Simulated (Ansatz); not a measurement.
This script for Ansatz's Python interface starts 5 runs on MoS₂, space group P-3m1. What input does the engine get in each?

The script, `mos2_kconv.py`:
```python
# -*- coding: utf-8 -*-
"""Convergence of MoS2 with the k-point mesh."""

import ansatz
import pandas as pd

FILLING = "fermi_dirac"

lattice = ansatz.Lattice.of(
    (3.22746, 0.0, 0.0),
    (-1.61373, 2.79507, 0.0),
    (0.0, 0.0, 6.31247),
)
sites = [
    ("Mo", (0.0, 0.0, 0.5)),
    ("S", (1 / 3, 2 / 3, 0.25532)),
    ("S", (2 / 3, 1 / 3, 0.74468)),
]
mos2 = ansatz.Crystal(lattice=lattice)
for symbol, position in sites:
    mos2 = mos2.atom(symbol, position)

model = (
    mos2.calculation()
    .functional(ansatz.Functional.LDA)
    .occupations(FILLING)
    .forces()  # minus the gradient of the free energy
    .stress()  # positive in compression
)

rows = []
for value in [0.8, 0.6, 0.5, 0.4, 0.33]:
    data = model.kpoints(spacing=value).run(threads=1, backend="cpu").report
    rows.append((value, data["free_energy_ev"] / len(data["lattice"]["sites"]), data["n_iterations"], sum(data["stress_gpa"][i][i] for i in range(3)) / 3, max(abs(f) for row in data["forces_ev_ang"] for f in row), data["n_kpoints"]))

table = pd.DataFrame(rows, columns=["spacing (1/A)", "F/atom (eV)", "iterations", "P (GPa)", "max component (eV/A)", "k-points"])
print(table.round(5).to_string(index=False))

# the last row is the reference
for row in rows[:-1]:
    shift = 1000 * (row[1] - rows[-1][1])
    print(f"{row[0]}: {shift:+.2f} meV/atom" + ("  (within 1 meV)" if abs(shift) < 1 else ""))
```

Run 1:
```yaml
crystal:
  lattice:
    - [3.22746, 0.0, 0.0]
    - [-1.61373, 2.79507, 0.0]
    - [0.0, 0.0, 6.31247]
  atoms:
    - { symbol: Mo, position: [0.0, 0.0, 0.5] }
    - { symbol: S, position: [0.3333333333333333, 0.6666666666666666, 0.25532] }
    - { symbol: S, position: [0.6666666666666666, 0.3333333333333333, 0.74468] }
kpoints:
  mp_grid:
    kspacing: 0.8
hamiltonian:
  xc: lda
scf:
  occupations:
    method: fermi_dirac
output:
  forces: true
  stress: true
```

Run 2, against run 1:
```diff
-    kspacing: 0.8
+    kspacing: 0.6
```

Run 3, against run 1:
```diff
-    kspacing: 0.8
+    kspacing: 0.5
```

Run 4, against run 1:
```diff
-    kspacing: 0.8
+    kspacing: 0.4
```

Run 5, against run 1:
```diff
-    kspacing: 0.8
+    kspacing: 0.33
```

`python mos2_kconv.py` gives:
```text
DeckWarning: basis.ecutwfc = 420 eV, auto-derived from the records' recommended cutoffs: set by Mo (normal level)
 spacing (1/A)  F/atom (eV)  iterations  P (GPa)  max component (eV/A)  k-points
          0.80  -2194.69622           6 -5.66962               0.61273         6
          0.60  -2194.63441           7 -5.32443               0.31525         8
          0.50  -2194.65571           6 -5.90304               0.23463        10
          0.40  -2194.66342           6 -5.90220               0.17591        17
          0.33  -2194.65785           6 -5.72185               0.17662        28
0.8: -38.37 meV/atom
0.6: +23.44 meV/atom
0.5: +2.14 meV/atom
0.4: -5.57 meV/atom
```
(Warnings from the package without file and line.)

The run is spin-unpolarised. Pressure is positive in compression. At these settings the cell as given stands under about -6 GPa, so it isn't at this functional's equilibrium volume. The structure comes from a database of computed cells and needn't be a stable or known phase. Shifts are counted from the finest mesh, which is itself no proven limit. It ran for 5.7 s on 1 thread of Arm Neoverse V1, on a shared host, peak memory 0.43 GiB.
